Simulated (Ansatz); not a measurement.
Runs of Ansatz 0.2.0 on NiMoIrPdW. Symmetry: P-3m1, No. 164, trigonal system. Conventional cell: a = 2.771 Å, b = 2.771 Å, c = 22.020 Å, α = 90.00°, β = 90.00°, γ = 120.00°. Ni (site symmetry 3m) is surrounded by 3 Mo at 2.55 Å and 3 Pd at 2.65 Å and 6 Ni at 2.77 Å. Mo (site symmetry 3m) is surrounded by 3 Ni at 2.55 Å and 3 Ir at 2.76 Å and 6 Mo at 2.77 Å. Around Pd (site symmetry 3m) lie 3 Ni at 2.65 Å and 9 Pd at 2.77 to 2.84 Å. Around Ir (site symmetry 3m) lie 3 Mo at 2.76 Å and 3 W at 2.77 Å and 6 Ir at 2.77 Å. W (site symmetry 3m) has 3 Ir at 2.77 Å and 9 W at 2.77 to 2.93 Å as nearest neighbours. The cell was built by a generator and needn't be a form met in nature.

```tsv
task	level	potentials or basis	cell	k mesh	cutoff (eV)	target pressure (GPa)	temperature	points for each segment of the path	mesh quality	gap on the mesh (eV)	pressure (GPa)	moment (μB)	relaxed volume (Å³/atom)	largest force (eV/Å)
single point	HSE03	Ansatz PAW	as given	5 × 5 × 1	420	-	-	-	coarse	none	(b)	0.32	-	0.35
relaxation of cell and atoms	PBE	Ansatz PAW	relaxed to 20 GPa	8 × 8 × 1	420	20	-	-	not flagged	none	20.0	0.00	-	-
single point	PBE	SPMS NC	as given	11 × 11 × 2	925	-	-	-	not flagged	none	0.1	0.00	-	0.11
relaxation of cell and atoms	LDA	Ansatz PAW	relaxed	8 × 8 × 1	420	-	-	-	not flagged	none	0.0	0.00	13.82	-
relaxation of cell and atoms	PBEsol	Ansatz PAW	relaxed	8 × 8 × 1	420	-	-	-	not flagged	none	0.0	0.00	14.12	-
band structure	LDA	Ansatz PAW	as given	11 × 11 × 2	420	-	-	10	not flagged	none	(a)	0.00	-	0.23
relaxation of cell and atoms	PBE	Ansatz PAW	relaxed to 10 GPa	8 × 8 × 1	420	10	-	-	not flagged	none	10.0	0.00	-	-
```

Alike in all rows: spin collinear, ferromagnetic start; smearing fermi-dirac 0.05 eV.

Question: Estimate the missing entries.

Answer: (a) -14.5; (b) -7.1.

Caveats: some runs use coarse meshes; the starting moments weren't kept; the PAW data sets come from PBE, with cores solved anew for the run's functional, which leaves a small shift of forces and pressure (some runs); the plane-wave basis is chosen anew once the cell has moved, so the energies of steps on either side of that aren't comparable (some runs); the magnetic or orbital state may not be the lowest (some runs); the thresholds are loose for stress (some runs); spin-orbit coupling is left out, which moves the levels of the heavy elements (some runs).

A k mesh can miss the band edges, and the runs leave out spin-orbit coupling on Ir, Mo, Pd, W.

A gap of «none» marks a metal or a gap under the smearing width.
